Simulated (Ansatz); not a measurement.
**C2H9NSi2: rotation by 120° about the C1–Si2 bond, part 1 of 2**

How high is the barrier for the rotation by 120° about the C1–Si2 bond? Relax the two ends, then run a nudged elastic band between them. SMILES of the start: C[SiH2][SiH]1CN1.

All numbers below are computed with Ansatz 0.2.0 (RKS B3LYP/def2-SVP).

### 1 The system as given

Bond lengths: C1–Si2 1.778 Å, Si2–Si3 2.316 Å, Si3–N5 1.651 Å, C4–N5 1.391 Å, C1–H6 1.114 Å, C1–H7 1.115 Å, C1–H8 1.149 Å, Si2–H9 1.454 Å, Si2–H10 1.491 Å, Si3–H11 1.497 Å, C4–H12 1.093 Å, C4–H13 1.153 Å, N5–H14 0.971 Å. Angles (14 of 21 angles, heavy atoms first): C1–Si2–Si3 109.0°, Si2–Si3–N5 118.3°, Si3–N5–C4 100.7°, C1–Si2–H9 111.0°, C1–Si2–H10 110.5°, Si3–Si2–H9 108.6°, Si3–Si2–H10 108.3°, Si2–C1–H6 114.8°, Si2–C1–H7 113.6°, Si2–C1–H8 113.8°, Si2–Si3–H11 114.6°, N5–Si3–H11 114.2°, Si3–N5–H14 115.1°, C4–N5–H14 112.0°.

Coordinates:

```xyz
14

C    -1.7816   -0.1251   -0.7898
Si   -0.5628   -1.3317   -0.3197
Si    0.8148   -0.4211    1.3045
C     1.6257    1.4886    0.2061
N     2.1800    0.3698    0.8194
H    -2.5167   -0.4761   -1.5494
H    -2.4028    0.2360    0.0625
H    -1.3352    0.8321   -1.2415
H     0.2554   -1.7170   -1.4580
H    -1.2194   -2.5444    0.2482
H     0.0909    0.2425    2.4342
H     1.0906    1.3221   -0.7320
H     0.9950    2.2253    0.8289
H     2.7530   -0.1302    0.2152
```

### 2 End point A

Input file input.yaml:

```yaml
crystal:
  periodic: [false, false, false]
  atoms:
    - { symbol: C, position_ang: [-1.7816, -0.1251, -0.7898] }
    - { symbol: Si, position_ang: [-0.5628, -1.3317, -0.3197] }
    - { symbol: Si, position_ang: [0.8148, -0.4211, 1.3045] }
    - { symbol: C, position_ang: [1.6257, 1.4886, 0.2061] }
    - { symbol: "N", position_ang: [2.18, 0.3698, 0.8194] }
    - { symbol: H, position_ang: [-2.5167, -0.4761, -1.5494] }
    - { symbol: H, position_ang: [-2.4028, 0.236, 0.0625] }
    - { symbol: H, position_ang: [-1.3352, 0.8321, -1.2415] }
    - { symbol: H, position_ang: [0.2554, -1.717, -1.458] }
    - { symbol: H, position_ang: [-1.2194, -2.5444, 0.2482] }
    - { symbol: H, position_ang: [0.0909, 0.2425, 2.4342] }
    - { symbol: H, position_ang: [1.0906, 1.3221, -0.732] }
    - { symbol: H, position_ang: [0.995, 2.2253, 0.8289] }
    - { symbol: H, position_ang: [2.753, -0.1302, 0.2152] }
basis:
  gaussian: { orbitals: def2-SVP }
hamiltonian:
  xc: b3lyp
relax:
  f_tol: 0.015
  max_steps: 40
output:
  orbitals: {}
```

Started as:

```console
> ansatz run input.yaml --threads 2 --pin off --max-ram 3072MiB --backend cpu --events-out ev --progress --plain --runs-dir out
```

What it wrote (excerpt; [...] marks lines left out):

```text
Warning: RAYON_NUM_THREADS=2 ignored (pool sized by the plan → 2); use --threads N
[...]
Functional definition: B3LYP
[...]
1329 factors; integrals over basis functions are off by at most 3.4e-4 eV
[...]
mean field -19456.39376939 eV, -715.0092830079 hartree, gradient 7.2e-5 eV, S^2 0.000000; 0 other end points of the search recorded, 0 dependent functions left out
[...]
reference -19456.39404206 eV, -715.0092930282 hartree; 28, 28 occupied and 95, 95 virtual orbitals, 1329 factors
relax step   1: F+E_penalty+E_count = -19456.39376939 eV  Δ(F+E_penalty+E_count) = +0.000e0 eV  max|allowed force component| = 3.551e0 eV/Å  Δτ_max = 0.0000 Å  (27 SCF iters, accepted)
[...]
relax step   3: F+E_penalty+E_count = -19457.92467396 eV  Δ(F+E_penalty+E_count) = -5.782e-1 eV  max|allowed force component| = 1.448e0 eV/Å  Δτ_max = 0.1961 Å  (31 SCF iters, accepted)
[...]
relax step   5: F+E_penalty+E_count = -19458.39117333 eV  Δ(F+E_penalty+E_count) = -9.546e-2 eV  max|allowed force component| = 1.662e0 eV/Å  Δτ_max = 0.1948 Å  (29 SCF iters, accepted)
[...]
relax step   7: F+E_penalty+E_count = -19458.55787021 eV  Δ(F+E_penalty+E_count) = -5.802e-2 eV  max|allowed force component| = 2.872e-1 eV/Å  Δτ_max = 0.1948 Å  (27 SCF iters, accepted)
[...]
relax step   9: F+E_penalty+E_count = -19458.57910813 eV  Δ(F+E_penalty+E_count) = -6.071e-3 eV  max|allowed force component| = 9.722e-2 eV/Å  Δτ_max = 0.0871 Å  (25 SCF iters, accepted)
[...]
relax step  10: F+E_penalty+E_count = -19458.58241195 eV  Δ(F+E_penalty+E_count) = -3.304e-3 eV  max|allowed force component| = 5.309e-2 eV/Å  Δτ_max = 0.0566 Å  (25 SCF iters, accepted)
[...]
relax step  11: F+E_penalty+E_count = -19458.58615390 eV  Δ(F+E_penalty+E_count) = -3.742e-3 eV  max|allowed force component| = 6.067e-2 eV/Å  Δτ_max = 0.0963 Å  (25 SCF iters, accepted)
[...]
1329 factors; integrals over basis functions are off by at most 5.0e-4 eV
mean field -19458.58829127 eV, -715.0899301992 hartree, gradient 1.4e-5 eV, S^2 0.000000; 0 other end points of the search recorded, 0 dependent functions left out
[...]
reference -19458.58858466 eV, -715.0899409811 hartree; 28, 28 occupied and 95, 95 virtual orbitals, 1329 factors
```

### 3 The log goes on: end point A relaxed

Output, continued (excerpt; [...] marks lines left out):

```text
relax step  12: F+E_penalty+E_count = -19458.58829127 eV  Δ(F+E_penalty+E_count) = -2.137e-3 eV  max|allowed force component| = 1.236e-1 eV/Å  Δτ_max = 0.1324 Å  (27 SCF iters, accepted)
[...]
relax step  14: F+E_penalty+E_count = -19458.59355998 eV  Δ(F+E_penalty+E_count) = -2.380e-3 eV  max|allowed force component| = 4.829e-2 eV/Å  Δτ_max = 0.0470 Å  (26 SCF iters, accepted)
[...]
relax step  16: F+E_penalty+E_count = -19458.59523750 eV  Δ(F+E_penalty+E_count) = -2.576e-4 eV  max|allowed force component| = 4.223e-2 eV/Å  Δτ_max = 0.0866 Å  (25 SCF iters, accepted)
[...]
relax step  18: F+E_penalty+E_count = -19458.59566682 eV  Δ(F+E_penalty+E_count) = -2.082e-4 eV  max|allowed force component| = 2.642e-2 eV/Å  Δτ_max = 0.0093 Å  (23 SCF iters, accepted)
[...]
Atom 4 at     2.326275     0.190758     1.102165 Å, force    -0.006687     0.006471    -0.003587 eV/Å
Atom 5 at    -2.846520    -0.986225    -1.606694 Å, force    -0.000218    -0.000019    -0.000339 eV/Å
Atom 6 at    -2.968058    -0.301610     0.034114 Å, force     0.000580    -0.000173    -0.001865 eV/Å
Atom 7 at    -2.244082     0.662066    -1.280851 Å, force    -0.000345    -0.002404     0.000870 eV/Å
Atom 8 at     0.223222    -1.135091    -1.680465 Å, force     0.000110     0.000140     0.000895 eV/Å
Atom 9 at    -0.785124    -2.467649     0.061921 Å, force     0.000095     0.000615    -0.000276 eV/Å
Atom 10 at    -0.051889     0.442940     2.435540 Å, force     0.000446    -0.000178    -0.000958 eV/Å
Atom 11 at     1.949629     1.465658    -0.679104 Å, force     0.000067     0.001921     0.002461 eV/Å
Atom 12 at     2.080783     2.352068     0.915999 Å, force    -0.000059    -0.000051     0.000404 eV/Å
Atom 13 at     2.869496    -0.453850     0.530722 Å, force    -0.000763    -0.001449     0.001271 eV/Å
Dipole moment:    -0.269325    -0.043679    -0.278633 e Å
```

It took 75 s on 2 threads of Arm Neoverse V1, shared host; peak memory 0.29 GiB.

Step by step:

```csv
step,energy from step 1 (eV),largest force component (eV/Å)
1,0.0000,3.5508
2,-0.9527,2.0635
3,-1.5309,1.4483
4,-1.9019,0.9971
5,-1.9974,1.6620
6,-2.1061,0.6546
7,-2.1641,0.2872
8,-2.1793,0.1583
9,-2.1853,0.0972
10,-2.1886,0.0531
11,-2.1924,0.0607
12,-2.1945,0.1236
13,-2.1974,0.0723
14,-2.1998,0.0483
15,-2.2012,0.0220
16,-2.2015,0.0422
17,-2.2017,0.0290
18,-2.2019,0.0264
19x,-2.2018,0.0164
20,-2.2019,0.0072
```

Step 1 is the start. 1 step was tried and not accepted (marked x).

After: Bond lengths: C1–Si2 1.894 Å, Si2–Si3 2.343 Å, Si3–C4 1.868 Å, Si3–N5 1.765 Å, C4–N5 1.481 Å, C1–H6 1.102 Å, C1–H7 1.102 Å, C1–H8 1.101 Å, Si2–H9 1.497 Å, Si2–H10 1.496 Å, Si3–H11 1.489 Å, C4–H12 1.101 Å, C4–H13 1.099 Å, N5–H14 1.018 Å. Angles (14 of 27 angles, heavy atoms first): C1–Si2–Si3 113.1°, Si2–Si3–C4 117.0°, Si2–Si3–N5 120.0°, C4–Si3–N5 48.0°, Si3–C4–N5 62.4°, Si3–N5–C4 69.7°, C1–Si2–H9 110.5°, C1–Si2–H10 109.5°, Si3–Si2–H9 106.1°, Si3–Si2–H10 109.9°, Si2–C1–H6 110.4°, Si2–C1–H7 111.0°, Si2–C1–H8 111.0°, Si2–Si3–H11 117.9°.

Pairs that crossed the distance rule for bonds on the way: came closer Si3–C4.

### 4 End point B

The second end starts from a geometry with the move made by hand.

Input file input.yaml:

```yaml
crystal:
  periodic: [false, false, false]
  atoms:
    - { symbol: C, position_ang: [-1.7816, -0.1251, -0.7898] }
    - { symbol: Si, position_ang: [-0.5628, -1.3317, -0.3197] }
    - { symbol: Si, position_ang: [-1.63758, -3.20477, 0.51783] }
    - { symbol: C, position_ang: [-2.89407, -2.27336, 2.26846] }
    - { symbol: "N", position_ang: [-1.9378, -3.27535, 2.1394] }
    - { symbol: H, position_ang: [-2.5167, -0.4761, -1.5494] }
    - { symbol: H, position_ang: [-2.4028, 0.236, 0.0625] }
    - { symbol: H, position_ang: [-1.3352, 0.8321, -1.2415] }
    - { symbol: H, position_ang: [0.3211, -0.80665, 0.70824] }
    - { symbol: H, position_ang: [0.24705, -1.74498, -1.50191] }
    - { symbol: H, position_ang: [-2.75732, -3.71356, -0.33537] }
    - { symbol: H, position_ang: [-2.553, -1.24512, 2.12529] }
    - { symbol: H, position_ang: [-3.90236, -2.37464, 1.71939] }
    - { symbol: H, position_ang: [-1.16649, -3.11797, 2.70834] }
basis:
  gaussian: { orbitals: def2-SVP }
hamiltonian:
  xc: b3lyp
relax:
  f_tol: 0.015
  max_steps: 40
output:
  orbitals: {}
```

Started as:

```console
> ansatz run input.yaml --threads 2 --pin off --max-ram 3072MiB --backend cpu --events-out ev --progress --plain --runs-dir out
```

What it wrote (excerpt; [...] marks lines left out):

```text
Warning: RAYON_NUM_THREADS=2 ignored (pool sized by the plan → 2); use --threads N
[...]
[... 1 set-up line as earlier in the session ...]
[...]
1328 factors; integrals over basis functions are off by at most 3.6e-4 eV
[...]
mean field -19456.39814779 eV, -715.0094439108 hartree, gradient 7.0e-5 eV, S^2 0.000000; 0 other end points of the search recorded, 0 dependent functions left out
[...]
reference -19456.39842077 eV, -715.0094539427 hartree; 28, 28 occupied and 95, 95 virtual orbitals, 1328 factors
relax step   1: F+E_penalty+E_count = -19456.39814779 eV  Δ(F+E_penalty+E_count) = +0.000e0 eV  max|allowed force component| = 3.459e0 eV/Å  Δτ_max = 0.0000 Å  (27 SCF iters, accepted)
[...]
relax step   3: F+E_penalty+E_count = -19457.92839675 eV  Δ(F+E_penalty+E_count) = -5.800e-1 eV  max|allowed force component| = 1.297e0 eV/Å  Δτ_max = 0.1968 Å  (31 SCF iters, accepted)
[...]
relax step   7: F+E_penalty+E_count = -19458.54111644 eV  Δ(F+E_penalty+E_count) = -3.664e-2 eV  max|allowed force component| = 3.064e-1 eV/Å  Δτ_max = 0.2000 Å  (28 SCF iters, accepted)
[...]
relax step   9: F+E_penalty+E_count = -19458.58042768 eV  Δ(F+E_penalty+E_count) = -5.660e-3 eV  max|allowed force component| = 1.032e-1 eV/Å  Δτ_max = 0.0512 Å  (25 SCF iters, accepted)
[...]
relax step  10: F+E_penalty+E_count = -19458.58355187 eV  Δ(F+E_penalty+E_count) = -3.124e-3 eV  max|allowed force component| = 4.978e-2 eV/Å  Δτ_max = 0.0677 Å  (25 SCF iters, accepted)
[...]
relax step  11: F+E_penalty+E_count = -19458.58675213 eV  Δ(F+E_penalty+E_count) = -3.200e-3 eV  max|allowed force component| = 7.060e-2 eV/Å  Δτ_max = 0.1010 Å  (25 SCF iters, accepted)
[...]
1328 factors; integrals over basis functions are off by at most 4.0e-4 eV
mean field -19458.58902785 eV, -715.0899572682 hartree, gradient 6.1e-5 eV, S^2 0.000000; 0 other end points of the search recorded, 0 dependent functions left out
[...]
reference -19458.58932109 eV, -715.0899680443 hartree; 28, 28 occupied and 95, 95 virtual orbitals, 1328 factors
```

### 5 More of the same log: end point B relaxed

The log, continued:

```text
relax step  12: F+E_penalty+E_count = -19458.58902785 eV  Δ(F+E_penalty+E_count) = -2.276e-3 eV  max|allowed force component| = 1.324e-1 eV/Å  Δτ_max = 0.0967 Å  (25 SCF iters, accepted)
these checks for a lower state are left out or cut short: starts, cluster_reference, orbital_swaps, neighbouring_geometries, increment
1328 factors; integrals over basis functions are off by at most 4.0e-4 eV
mean field -19458.59150138 eV, -715.0900481685 hartree, gradient 5.0e-5 eV, S^2 0.000000; 0 other end points of the search recorded, 0 dependent functions left out
the calculation of the forces begins
reference -19458.59179487 eV, -715.0900589543 hartree; 28, 28 occupied and 95, 95 virtual orbitals, 1328 factors
relax step  13: F+E_penalty+E_count = -19458.59150138 eV  Δ(F+E_penalty+E_count) = -2.474e-3 eV  max|allowed force component| = 1.352e-1 eV/Å  Δτ_max = 0.0560 Å  (25 SCF iters, accepted)
these checks for a lower state are left out or cut short: starts, cluster_reference, orbital_swaps, neighbouring_geometries, increment
1328 factors; integrals over basis functions are off by at most 4.1e-4 eV
mean field -19458.59383847 eV, -715.0901340552 hartree, gradient 5.1e-5 eV, S^2 0.000000; 0 other end points of the search recorded, 0 dependent functions left out
the calculation of the forces begins
reference -19458.59413182 eV, -715.0901448355 hartree; 28, 28 occupied and 95, 95 virtual orbitals, 1328 factors
relax step  14: F+E_penalty+E_count = -19458.59383847 eV  Δ(F+E_penalty+E_count) = -2.337e-3 eV  max|allowed force component| = 8.176e-2 eV/Å  Δτ_max = 0.0727 Å  (25 SCF iters, accepted)
these checks for a lower state are left out or cut short: starts, cluster_reference, orbital_swaps, neighbouring_geometries, increment
1328 factors; integrals over basis functions are off by at most 4.1e-4 eV
mean field evaluation 96: about -19458.5949 eV, gradient 1.6e-5 eV
mean field -19458.59486686 eV, -715.0901718479 hartree, gradient 4.8e-5 eV, S^2 0.000000; 0 other end points of the search recorded, 0 dependent functions left out
the calculation of the forces begins
reference -19458.59516011 eV, -715.0901826244 hartree; 28, 28 occupied and 95, 95 virtual orbitals, 1328 factors
relax step  15: F+E_penalty+E_count = -19458.59486686 eV  Δ(F+E_penalty+E_count) = -1.028e-3 eV  max|allowed force component| = 5.715e-2 eV/Å  Δτ_max = 0.0393 Å  (26 SCF iters, accepted)
these checks for a lower state are left out or cut short: starts, cluster_reference, orbital_swaps, neighbouring_geometries, increment
1328 factors; integrals over basis functions are off by at most 4.1e-4 eV
mean field -19458.59549136 eV, -715.0901947977 hartree, gradient 4.7e-5 eV, S^2 0.000000; 0 other end points of the search recorded, 0 dependent functions left out
the calculation of the forces begins
reference -19458.59578426 eV, -715.0902055616 hartree; 28, 28 occupied and 95, 95 virtual orbitals, 1328 factors
relax step  16: F+E_penalty+E_count = -19458.59549136 eV  Δ(F+E_penalty+E_count) = -6.245e-4 eV  max|allowed force component| = 3.471e-2 eV/Å  Δτ_max = 0.0406 Å  (26 SCF iters, accepted)
these checks for a lower state are left out or cut short: starts, cluster_reference, orbital_swaps, neighbouring_geometries, increment
1328 factors; integrals over basis functions are off by at most 4.1e-4 eV
mean field -19458.59563841 eV, -715.0902002018 hartree, gradient 4.6e-5 eV, S^2 0.000000; 0 other end points of the search recorded, 0 dependent functions left out
the calculation of the forces begins
reference -19458.59593143 eV, -715.0902109701 hartree; 28, 28 occupied and 95, 95 virtual orbitals, 1328 factors
relax step  17: F+E_penalty+E_count = -19458.59563841 eV  Δ(F+E_penalty+E_count) = -1.471e-4 eV  max|allowed force component| = 2.201e-2 eV/Å  Δτ_max = 0.0290 Å  (26 SCF iters, accepted)
these checks for a lower state are left out or cut short: starts, cluster_reference, orbital_swaps, neighbouring_geometries, increment
1328 factors; integrals over basis functions are off by at most 4.1e-4 eV
mean field -19458.59568745 eV, -715.0902020040 hartree, gradient 7.2e-6 eV, S^2 0.000000; 0 other end points of the search recorded, 0 dependent functions left out
the calculation of the forces begins
reference -19458.59598037 eV, -715.0902127684 hartree; 28, 28 occupied and 95, 95 virtual orbitals, 1328 factors
relax step  18: F+E_penalty+E_count = -19458.59568745 eV  Δ(F+E_penalty+E_count) = -4.904e-5 eV  max|allowed force component| = 1.153e-2 eV/Å  Δτ_max = 0.0123 Å  (23 SCF iters, accepted)
1328 factors; integrals over basis functions are off by at most 4.1e-4 eV
mean field evaluation 128: about -19458.5957 eV, gradient 4.1e-4 eV
mean field -19458.59568745 eV, -715.0902020040 hartree, gradient 7.2e-6 eV, S^2 0.000000; 1 other end points of the search recorded, 0 dependent functions left out
the calculation of the forces begins
reference -19458.59598037 eV, -715.0902127684 hartree; 28, 28 occupied and 95, 95 virtual orbitals, 1328 factors
Total energy: -19458.59598037 eV, -715.0902127684 hartree
Atom 0 at    -1.648084     0.156967    -1.313264 Å, force    -0.004900    -0.003380    -0.000199 eV/Å
Atom 1 at    -0.771951    -1.135109    -0.239830 Å, force    -0.004534     0.008664    -0.008678 eV/Å
Atom 2 at    -2.222112    -2.778273     0.588239 Å, force     0.004151    -0.002798     0.010463 eV/Å
Atom 3 at    -2.838166    -2.562129     2.338980 Å, force     0.011531     0.000766    -0.000603 eV/Å
Atom 4 at    -1.833258    -3.620688     2.090438 Å, force    -0.009810     0.008842    -0.009134 eV/Å
Atom 5 at    -2.109918    -0.311542    -2.197197 Å, force     0.001251     0.002855     0.005621 eV/Å
Atom 6 at    -2.438896     0.672921    -0.746031 Å, force     0.005728    -0.004975    -0.003963 eV/Å
Atom 7 at    -0.929040     0.913172    -1.667437 Å, force     0.000268     0.000604     0.001372 eV/Å
Atom 8 at    -0.150048    -0.486254     0.956675 Å, force    -0.002388    -0.000744     0.005942 eV/Å
Atom 9 at     0.328183    -1.774842    -1.026094 Å, force     0.000862    -0.004709    -0.002862 eV/Å
Atom 10 at    -2.981752    -3.596808    -0.395540 Å, force    -0.000279    -0.001390    -0.002666 eV/Å
Atom 11 at    -2.519548    -1.664322     2.890688 Å, force    -0.002486     0.001764     0.003438 eV/Å
Atom 12 at    -3.822976    -2.927440     2.662379 Å, force    -0.003162    -0.002650    -0.001719 eV/Å
Atom 13 at    -0.942005    -3.506853     2.569763 Å, force     0.003767    -0.002848     0.002987 eV/Å
Dipole moment:     0.074234     0.358273    -0.135980 e Å
```

Wall time 67 s (2 threads of Arm Neoverse V1, shared host); peak memory 0.27 GiB.

Relaxation path:

```csv
step,energy from step 1 (eV),largest force component (eV/Å)
1,0.0000,3.4587
2,-0.9503,2.6630
3,-1.5302,1.2966
4,-1.9043,0.9290
5,-1.9954,1.4938
6,-2.1063,0.6457
7,-2.1430,0.3064
8,-2.1766,0.1152
9,-2.1823,0.1032
10,-2.1854,0.0498
11,-2.1886,0.0706
12,-2.1909,0.1324
13,-2.1934,0.1352
14,-2.1957,0.0818
15,-2.1967,0.0571
16,-2.1973,0.0347
17,-2.1975,0.0220
18,-2.1975,0.0115
```

Step 1 is the start.

After: Bond lengths: C1–Si2 1.895 Å, Si2–Si3 2.343 Å, Si3–C4 1.869 Å, Si3–N5 1.766 Å, C4–N5 1.481 Å, C1–H6 1.102 Å, C1–H7 1.102 Å, C1–H8 1.102 Å, Si2–H9 1.496 Å, Si2–H10 1.496 Å, Si3–H11 1.488 Å, C4–H12 1.101 Å, C4–H13 1.099 Å, N5–H14 1.018 Å. Angles (14 of 27 angles, heavy atoms first): C1–Si2–Si3 113.1°, Si2–Si3–C4 117.0°, Si2–Si3–N5 119.9°, C4–Si3–N5 48.0°, Si3–C4–N5 62.4°, Si3–N5–C4 69.6°, C1–Si2–H9 110.5°, C1–Si2–H10 109.5°, Si3–Si2–H9 106.2°, Si3–Si2–H10 109.9°, Si2–C1–H6 111.0°, Si2–C1–H7 111.1°, Si2–C1–H8 110.4°, Si2–Si3–H11 117.9°.

Pairs that crossed the distance rule for bonds on the way: came closer Si3–C4.

(Continued in part 2 of 2.)
